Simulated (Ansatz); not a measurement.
# AgHS (SMILES [SH][Ag]): one structure at several levels

The atoms stand at a structure displaced at random from a GFN2-xTB minimum. How far do the functionals agree with CCSD(T) there?

Computed with Ansatz 0.2.0, Gaussian basis. Level: single points in def2-TZVPP.

Cores are frozen in the correlated methods. Filled d shells of the heavier atoms are correlated. Core potentials replace the inner electrons past krypton, and spin-orbit coupling is left out.

## 1. Where the work starts

SMILES `[SH][Ag]`, 3 atoms, charge 0, spin multiplicity 1.

Atoms are counted from 1 here; the program's logs count them from 0.

Bond lengths: S1–Ag2 2.368 Å, S1–H3 1.365 Å. Angles: Ag2–S1–H3 94.3°.

As a file:

| atom | x (Å) | y (Å) | z (Å) |
| --- | --- | --- | --- |
| S1 | -0.5175 | -0.7440 | -0.3326 |
| Ag2 | 1.4216 | -0.0051 | 0.8075 |
| H3 | -1.0118 | 0.5152 | -0.5186 |

## 2. CCSD(T)/def2-TZVPP

The input, run/in.yaml:

```yaml
crystal:
  periodic: [false, false, false]
  atoms:
    - {symbol: S, position_ang: [-0.517500, -0.744000, -0.332600]}
    - {symbol: Ag, position_ang: [1.421600, -0.005100, 0.807500]}
    - {symbol: H, position_ang: [-1.011800, 0.515200, -0.518600]}
basis:
  gaussian: {orbitals: def2-TZVPP}
correlation: {method: ccsd_t}
output: {forces: true}
```

The command line of these runs was not kept.

## 3. PBE0-D4/def2-TZVPP

Edit run/in.yaml of step 2 so:

```diff
@@ -8,3 +8,3 @@
   gaussian: {orbitals: def2-TZVPP}
-correlation: {method: ccsd_t}
-output: {forces: true}
+hamiltonian: {xc: pbe0, dispersion: d4}
+output: {forces: true, orbitals: {seedname: orbitals}}
```

## 4. wB97M-V/def2-TZVPP

Edit run/in.yaml of step 3 so:

```diff
@@ -8,3 +8,3 @@
   gaussian: {orbitals: def2-TZVPP}
-hamiltonian: {xc: pbe0, dispersion: d4}
-output: {forces: true, orbitals: {seedname: orbitals}}
+hamiltonian: {xc: {name: wB97M-V}}
+output: {forces: true}
```

## 5. r2SCAN-D4/def2-TZVPP

Edit run/in.yaml of step 4 so:

```diff
@@ -8,3 +8,3 @@
   gaussian: {orbitals: def2-TZVPP}
-hamiltonian: {xc: {name: wB97M-V}}
+hamiltonian: {xc: r2scan, dispersion: d4}
 output: {forces: true}
```

## 6. PBE-D4/def2-TZVPP

Edit run/in.yaml of step 5 so:

```diff
@@ -8,3 +8,3 @@
   gaussian: {orbitals: def2-TZVPP}
-hamiltonian: {xc: r2scan, dispersion: d4}
+hamiltonian: {xc: pbe, dispersion: d4}
 output: {forces: true}
```

## 7. r2SCANh-D4/def2-TZVPP

Edit run/in.yaml of step 6 so:

```diff
@@ -8,3 +8,3 @@
   gaussian: {orbitals: def2-TZVPP}
-hamiltonian: {xc: pbe, dispersion: d4}
+hamiltonian: {xc: {name: r2SCANh}, dispersion: d4}
 output: {forces: true}
```

## 8. BHLYP-D4/def2-TZVPP

Edit run/in.yaml of step 7 so:

```diff
@@ -8,3 +8,3 @@
   gaussian: {orbitals: def2-TZVPP}
-hamiltonian: {xc: {name: r2SCANh}, dispersion: d4}
+hamiltonian: {xc: {name: BHLYP}, dispersion: d4}
 output: {forces: true}
```

(Steps that only read results are left out.)

Q: Predict the outcome of this session. Wanted: energy less free atoms, CCSD(T)/def2-TZVPP; RMS force component; RMS force error; HOMO and LUMO, PBE0-D4; T1 diagnostic.

The runs gave:

```
                                  quantity                                                                                               value
energy less free atoms, CCSD(T)/def2-TZVPP                                                                                       -579.9 kJ/mol
                       RMS force component                                                                0.254 to 0.395 eV/Å over the methods
                           RMS force error  PBE0-D4 0.035, wB97M-V 0.022, r2SCAN-D4 0.105, PBE-D4 0.172, r2SCANh-D4 0.080, BHLYP-D4 0.165 eV/Å
                    HOMO and LUMO, PBE0-D4                                                                                  -6.30 and -2.78 eV
                             T1 diagnostic                                                                                               0.021
```

**Reading.** Against CCSD(T) the functionals' energies less atoms differ by -40.8 to +12.7 kJ/mol, PBE-D4 by -37.7 kJ/mol. A larger basis would deepen the CCSD(T) value, while the functionals are nearly converged already, so the order here is not reliable. On forces the order runs from wB97M-V to PBE-D4. Frozen-core CCSD(T) forces in triple zeta carry basis errors of their own, and this is one geometry, so small gaps rank nothing.
